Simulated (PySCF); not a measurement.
# BSiNH4S (SMILES S[SiH]1BN1): HF/ccECP-cc-pVDZ (core potential)

Aim: the vertical singlet–triplet gap of BSiNH4S at HF/ccECP-cc-pVDZ (core potential), from 2 runs. The job is set up through a Python script.

The results are computed with PySCF 2.14.0.

**1. Starting point**

The species is BSiNH4S (8 atoms), meant as a singlet with charge 0. As SMILES, `S[SiH]1BN1`. The shape is that of a PBE0-D4/def2-TZVP optimisation. This is one conformer, not always the lowest.

Bond lengths: S1–Si2 2.130 Å, Si2–B3 1.919 Å, Si2–N4 1.750 Å, B3–N4 1.383 Å, S1–H5 1.344 Å, Si2–H6 1.482 Å, B3–H7 1.188 Å, N4–H8 1.010 Å. Some angles: S1–Si2–B3 124.2°, S1–Si2–N4 118.5°, B3–Si2–N4 44.0°, Si2–B3–N4 61.5°, Si2–N4–B3 74.5°, S1–Si2–H6 108.2°, B3–Si2–H6 127.6°, N4–Si2–H6 114.3°, Si2–S1–H5 95.1°, Si2–B3–H7 162.4°.

**2. A single-point energy at HF/ccECP-cc-pVDZ (core potential)**

input.py

```python
# S[SiH]1BN1
from pyscf import gto

mol = gto.M(
    atom='''
S     -4.154941    -1.048231    -0.681057
Si    -0.617185    -0.073888     0.973965
B      2.552075    -1.559969     0.026834
N      1.888970     0.740962    -1.022531
H     -5.322981     1.099821     0.003590
H     -1.093773     1.761603     3.034522
H      4.279852    -2.981232    -0.151556
H      2.642215     1.953221    -2.289403
''',
    basis='ccecp-cc-pvdz',
    verbose=4,
    max_memory=1860,
    unit='bohr',
    ecp={'S': 'ccecp', 'Si': 'ccecp', 'B': 'ccecp', 'N': 'ccecp', 'H': 'ccecp'},
)

mf = mol.RHF()
mf.conv_tol = 1e-10
mf.kernel()
if not mf.converged:
    mf = mf.newton().run(mf.mo_coeff, mf.mo_occ)

e_tot = mf.e_tot
print('E = %.10f Eh' % e_tot)
```

Run with:

```console
$ OMP_NUM_THREADS=1 python input.py
```

Output:

```text
PySCF version 2.14.0

[INPUT] num. atoms = 8
[INPUT] num. electrons = 22
[INPUT] charge = 0
[INPUT] spin (= nelec alpha-beta = 2S) = 0
[INPUT] symmetry False subgroup None
[INPUT] Mole.unit = bohr
[INPUT] Symbol           X                Y                Z      unit          X                Y                Z       unit  Magmom
[INPUT]  1 S     -2.198700089917  -0.554699956980  -0.360399843738 AA   -4.154941000000  -1.048231000000  -0.681057000000 Bohr   0.0
[INPUT]  2 Si    -0.326600236922  -0.039099845760   0.515400082234 AA   -0.617185000000  -0.073888000000   0.973965000000 Bohr   0.0
[INPUT]  3 B      1.350499930559  -0.825500044542   0.014199941278 AA    2.552075000000  -1.559969000000   0.026834000000 Bohr   0.0
[INPUT]  4 N      0.999599876112   0.392100204558  -0.541100102659 AA    1.888970000000   0.740962000000  -1.022531000000 Bohr   0.0
[INPUT]  5 H     -2.816800239360   0.582000209291   0.001899746187 AA   -5.322981000000   1.099821000000   0.003590000000 Bohr   0.0
[INPUT]  6 H     -0.578799745520   0.932200162288   1.605799888435 AA   -1.093773000000   1.761603000000   3.034522000000 Bohr   0.0
[INPUT]  7 H      2.264800144510  -1.577600034865  -0.080199981378 AA    4.279852000000  -2.981232000000  -0.151556000000 Bohr   0.0
[INPUT]  8 H      1.398199964351   1.033600041090  -1.211499894212 AA    2.642215000000   1.953221000000  -2.289403000000 Bohr   0.0

nuclear repulsion = 46.2955293406486
number of shells = 32
number of NR pGTOs = 236
number of NR cGTOs = 72
basis = ccecp-cc-pvdz
ecp = {'S': 'ccecp', 'Si': 'ccecp', 'B': 'ccecp', 'N': 'ccecp', 'H': 'ccecp'}

******** <class 'pyscf.scf.hf.RHF'> ********
method = RHF
initial guess = minao
damping factor = 0
level_shift factor = 0
DIIS = <class 'pyscf.scf.diis.CDIIS'>
diis_start_cycle = 1
diis_space = 8
diis_damp = 0
SCF conv_tol = 1e-10
SCF conv_tol_grad = None
SCF max_cycles = 50
direct_scf = True
direct_scf_tol = 1e-13
Set gradient conv threshold to 1e-05
Initial guess from minao.
init E= -28.4089165115484
  HOMO = -0.258425761733648  LUMO = 0.00682993352505812  gap/eV = 7.21798
cycle= 1 E= -28.4042408011544  delta_E= 0.00468  |g|=  0.4  |ddm|= 4.34
  HOMO = -0.339871049194605  LUMO = 0.127102614287718  gap/eV = 12.70700
cycle= 2 E= -28.4532787823469  delta_E= -0.049  |g|= 0.175  |ddm|= 0.914
  HOMO = -0.352381504822841  LUMO = 0.115203766781186  gap/eV = 12.72364
cycle= 3 E= -28.4616164847033  delta_E= -0.00834  |g|= 0.0567  |ddm|= 0.295
  HOMO = -0.351854527911749  LUMO = 0.121452378569771  gap/eV = 12.87934
cycle= 4 E= -28.4627827225698  delta_E= -0.00117  |g|= 0.0114  |ddm|= 0.12
  HOMO = -0.351589120399781  LUMO = 0.122135541496283  gap/eV = 12.89070
cycle= 5 E= -28.4628468927697  delta_E= -6.42e-05  |g|= 0.00261  |ddm|= 0.028
  HOMO = -0.352026154478756  LUMO = 0.121750686545008  gap/eV = 12.89212
cycle= 6 E= -28.4628524445828  delta_E= -5.55e-06  |g|= 0.00069  |ddm|= 0.01
  HOMO = -0.352035321215561  LUMO = 0.121848699563136  gap/eV = 12.89504
cycle= 7 E= -28.462852853576  delta_E= -4.09e-07  |g|= 0.000188  |ddm|= 0.00268
  HOMO = -0.352022939959465  LUMO = 0.121848377367518  gap/eV = 12.89470
cycle= 8 E= -28.4628528906936  delta_E= -3.71e-08  |g|= 5.07e-05  |ddm|= 0.000771
  HOMO = -0.352026093337426  LUMO = 0.121847724229248  gap/eV = 12.89476
cycle= 9 E= -28.4628528932823  delta_E= -2.59e-09  |g|= 1.53e-05  |ddm|= 0.000202
  HOMO = -0.352024519956622  LUMO = 0.121848800501221  gap/eV = 12.89475
cycle= 10 E= -28.4628528935119  delta_E= -2.3e-10  |g|= 4.94e-06  |ddm|= 5.85e-05
  HOMO = -0.352025076832941  LUMO = 0.121848436427272  gap/eV = 12.89476
cycle= 11 E= -28.4628528935392  delta_E= -2.73e-11  |g|= 1.54e-06  |ddm|= 2.06e-05
  HOMO = -0.352024982810178  LUMO = 0.121848502133007  gap/eV = 12.89475
Extra cycle  E= -28.4628528935416  delta_E= -2.47e-12  |g|= 8.06e-07  |ddm|= 4.02e-06
converged SCF energy = -28.4628528935416
E = -28.4628528935 Eh
```

Wall time 4.2 s (1 thread of Arm Neoverse V2, shared host); peak memory 0.14 GiB.

**3. The triplet**

input.py

```python
from pyscf import gto, scf

system = gto.M(
    atom='''
S   -2.198700  -0.554700  -0.360400
Si  -0.326600  -0.039100   0.515400
B    1.350500  -0.825500   0.014200
N    0.999600   0.392100  -0.541100
H   -2.816800   0.582000   0.001900
H   -0.578800   0.932200   1.605800
H    2.264800  -1.577600  -0.080200
H    1.398200   1.033600  -1.211500
''',
    ecp='ccecp',
    spin=2,
    max_memory=1860,
    basis='ccecp-cc-pvdz',
    verbose=4,
)

mf = scf.UHF(system)
mf.conv_tol = 1e-10
mf.kernel()
if not mf.converged:
    mf = mf.newton().run(mf.mo_coeff, mf.mo_occ)

energy = mf.e_tot
print(f'total energy: {energy:.8f} hartree')
```

Run with:

```console
$ OMP_NUM_THREADS=1 python input.py
```

Output:

```text
PySCF version 2.14.0

[INPUT] num. atoms = 8
[INPUT] num. electrons = 22
[INPUT] charge = 0
[INPUT] spin (= nelec alpha-beta = 2S) = 2
[INPUT] symmetry False subgroup None
[INPUT] Mole.unit = angstrom
[INPUT] Symbol           X                Y                Z      unit          X                Y                Z       unit  Magmom
[INPUT]  1 S     -2.198700000000  -0.554700000000  -0.360400000000 AA   -4.154940830081  -1.048231081296  -0.681057295293 Bohr   0.0
[INPUT]  2 Si    -0.326600000000  -0.039100000000   0.515400000000 AA   -0.617184552283  -0.073888291470   0.973964844601 Bohr   0.0
[INPUT]  3 B      1.350500000000  -0.825500000000   0.014200000000 AA    2.552075131225  -1.559968915828   0.026834110969 Bohr   0.0
[INPUT]  4 N      0.999600000000   0.392100000000  -0.541100000000 AA    1.888970234115   0.740961613442  -1.022530806002 Bohr   0.0
[INPUT]  5 H     -2.816800000000   0.582000000000   0.001900000000 AA   -5.322980547675   1.099820604497   0.003590479637 Bohr   0.0
[INPUT]  6 H     -0.578800000000   0.932200000000   1.605800000000 AA   -1.093773480898   1.761602693320   3.034522210827 Bohr   0.0
[INPUT]  7 H      2.264800000000  -1.577600000000  -0.080200000000 AA    4.279851726915  -2.981231934114  -0.151556035190 Bohr   0.0
[INPUT]  8 H      1.398200000000   1.033600000000  -1.211500000000 AA    2.642215067367   1.953220922350  -2.289403199911 Bohr   0.0

nuclear repulsion = 46.2955311697401
number of shells = 32
number of NR pGTOs = 236
number of NR cGTOs = 72
basis = ccecp-cc-pvdz
ecp = ccecp

******** <class 'pyscf.scf.uhf.UHF'> ********
method = UHF
initial guess = minao
damping factor = 0
level_shift factor = 0
DIIS = <class 'pyscf.scf.diis.CDIIS'>
diis_start_cycle = 1
diis_space = 8
diis_damp = 0
SCF conv_tol = 1e-10
SCF conv_tol_grad = None
SCF max_cycles = 50
direct_scf = True
direct_scf_tol = 1e-13
number electrons alpha = 12  beta = 10
Set gradient conv threshold to 1e-05
init E= -28.408916741182
[... the frontier-level lines of each cycle are left out ...]


cycle= 1 E= -28.2089112714248  delta_E=  0.2  |g|= 0.328  |ddm|= 3.14
cycle= 2 E= -28.2810853124231  delta_E= -0.0722  |g|= 0.149  |ddm|= 0.745
cycle= 3 E= -28.2961336366537  delta_E= -0.015  |g|= 0.0523  |ddm|= 0.265
cycle= 4 E= -28.2998795489413  delta_E= -0.00375  |g|= 0.0182  |ddm|= 0.135
cycle= 5 E= -28.3006775508521  delta_E= -0.000798  |g|= 0.0103  |ddm|= 0.0617
cycle= 6 E= -28.3010483182094  delta_E= -0.000371  |g|= 0.00517  |ddm|= 0.054
cycle= 7 E= -28.301162481953  delta_E= -0.000114  |g|= 0.00202  |ddm|= 0.0377
cycle= 8 E= -28.3011774153662  delta_E= -1.49e-05  |g|= 0.000922  |ddm|= 0.0125
cycle= 9 E= -28.3011810798954  delta_E= -3.66e-06  |g|= 0.000506  |ddm|= 0.00603
cycle= 10 E= -28.301182468099  delta_E= -1.39e-06  |g|= 0.000338  |ddm|= 0.00379
cycle= 11 E= -28.3011833459246  delta_E= -8.78e-07  |g|= 0.000238  |ddm|= 0.00355
cycle= 12 E= -28.3011839688767  delta_E= -6.23e-07  |g|= 0.000155  |ddm|= 0.0038
cycle= 13 E= -28.3011842953441  delta_E= -3.26e-07  |g|= 9.54e-05  |ddm|= 0.00331
cycle= 14 E= -28.3011844154808  delta_E= -1.2e-07  |g|= 5.98e-05  |ddm|= 0.00221
cycle= 15 E= -28.301184450724  delta_E= -3.52e-08  |g|= 3.65e-05  |ddm|= 0.0012
cycle= 16 E= -28.3011844632063  delta_E= -1.25e-08  |g|= 2.3e-05  |ddm|= 0.000737
cycle= 17 E= -28.3011844675701  delta_E= -4.36e-09  |g|= 1.41e-05  |ddm|= 0.000397
cycle= 18 E= -28.3011844692444  delta_E= -1.67e-09  |g|= 7.86e-06  |ddm|= 0.000249
cycle= 19 E= -28.3011844697013  delta_E= -4.57e-10  |g|= 4.07e-06  |ddm|= 0.000108
cycle= 20 E= -28.3011844698097  delta_E= -1.08e-10  |g|= 2.1e-06  |ddm|= 5.49e-05
cycle= 21 E= -28.3011844698293  delta_E= -1.96e-11  |g|= 1.14e-06  |ddm|= 1.97e-05
Extra cycle  E= -28.3011844698325  delta_E= -3.15e-12  |g|= 8.5e-07  |ddm|= 4.2e-06
converged SCF energy = -28.3011844698325  <S^2> = 2.0147874  2S+1 = 3.0098421
total energy: -28.30118447 hartree
```

It took 4.8 s on 1 thread of Arm Neoverse V2, shared host; peak memory 0.13 GiB.

**4. What came out**

At HF/ccECP-cc-pVDZ (core potential):

| quantity | value |
| --- | --- |
| singlet: total energy | -28.46285 Eh |
| singlet: dipole moment | 2.10 D |
| singlet: HOMO energy | -9.58 eV |
| singlet: LUMO energy | 3.32 eV |
| singlet: HOMO–LUMO gap | 12.89 eV |
| triplet: total energy | -28.30118 Eh |
| triplet: dipole moment | 2.95 D |
| triplet: HOMO energy (highest over α and β) | -5.18 eV |
| triplet: LUMO energy (lowest over α and β) | -0.75 eV |
| triplet: ⟨S²⟩ | 2.015 |
| vertical energy of the triplet above the singlet | 4.399 eV |

In words: At this shape the triplet lies 4.40 eV (101 kcal/mol) above the singlet. Mulliken charges (triplet) run from -0.34 on S1 to +0.34 on Si2.
